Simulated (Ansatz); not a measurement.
# C3H6BFO: the cost of one run

All numbers below are computed with Ansatz 0.2.0 (RKS BLYP/def2-SVP).

**1. The starting structure**

Bond lengths: C1–B2 1.626 Å, B2–C3 1.599 Å, C3–F4 1.257 Å, C3–C5 1.328 Å, C5–O6 1.405 Å, C1–H7 1.110 Å, C1–H8 1.072 Å, C1–H9 1.146 Å, B2–H10 1.194 Å, C5–H11 1.090 Å, O6–H12 1.005 Å. Angles (14 of 16 angles, heavy atoms first): C1–B2–C3 121.9°, B2–C3–F4 117.3°, B2–C3–C5 120.5°, F4–C3–C5 122.2°, C3–C5–O6 123.8°, C1–B2–H10 117.0°, C3–B2–H10 121.1°, B2–C1–H7 106.1°, B2–C1–H8 108.9°, B2–C1–H9 104.9°, C3–C5–H11 118.0°, O6–C5–H11 118.0°, C5–O6–H12 122.5°, H7–C1–H8 112.1°.

As a file:

```xyz
12

C     0.4342   -2.1455    0.1558
B     0.5257   -0.5219    0.1303
C    -0.7481    0.3913   -0.1867
F    -1.8337   -0.1959   -0.4261
C    -0.6389    1.7142   -0.2117
O     0.5550    2.4056    0.0530
H     0.0696   -2.4489   -0.8475
H     1.4062   -2.5448    0.3699
H    -0.3483   -2.3839    0.9584
H     1.5875   -0.0344    0.3769
H    -1.5415    2.2996   -0.3884
H     0.6095    3.4094    0.0502
```

**2. Relaxing end A**

input.yaml

```yaml
crystal:
  periodic: [false, false, false]
  atoms:
    - { symbol: C, position_ang: [0.4342, -2.1455, 0.1558] }
    - { symbol: B, position_ang: [0.5257, -0.5219, 0.1303] }
    - { symbol: C, position_ang: [-0.7481, 0.3913, -0.1867] }
    - { symbol: F, position_ang: [-1.8337, -0.1959, -0.4261] }
    - { symbol: C, position_ang: [-0.6389, 1.7142, -0.2117] }
    - { symbol: O, position_ang: [0.555, 2.4056, 0.053] }
    - { symbol: H, position_ang: [0.0696, -2.4489, -0.8475] }
    - { symbol: H, position_ang: [1.4062, -2.5448, 0.3699] }
    - { symbol: H, position_ang: [-0.3483, -2.3839, 0.9584] }
    - { symbol: H, position_ang: [1.5875, -0.0344, 0.3769] }
    - { symbol: H, position_ang: [-1.5415, 2.2996, -0.3884] }
    - { symbol: H, position_ang: [0.6095, 3.4094, 0.0502] }
basis:
  gaussian: { orbitals: def2-SVP }
hamiltonian:
  xc: blyp
relax:
  f_tol: 0.02
  max_steps: 50
```

Command:

```bash
$ ansatz run input.yaml --threads 2 --pin off --max-ram 3072MiB --backend cpu --events-out ev --progress --plain --runs-dir out
```

What time and memory should one allow on 2 threads of Arm Neoverse N1, shared host?

About 87 s, with a peak of 0.15 GiB.
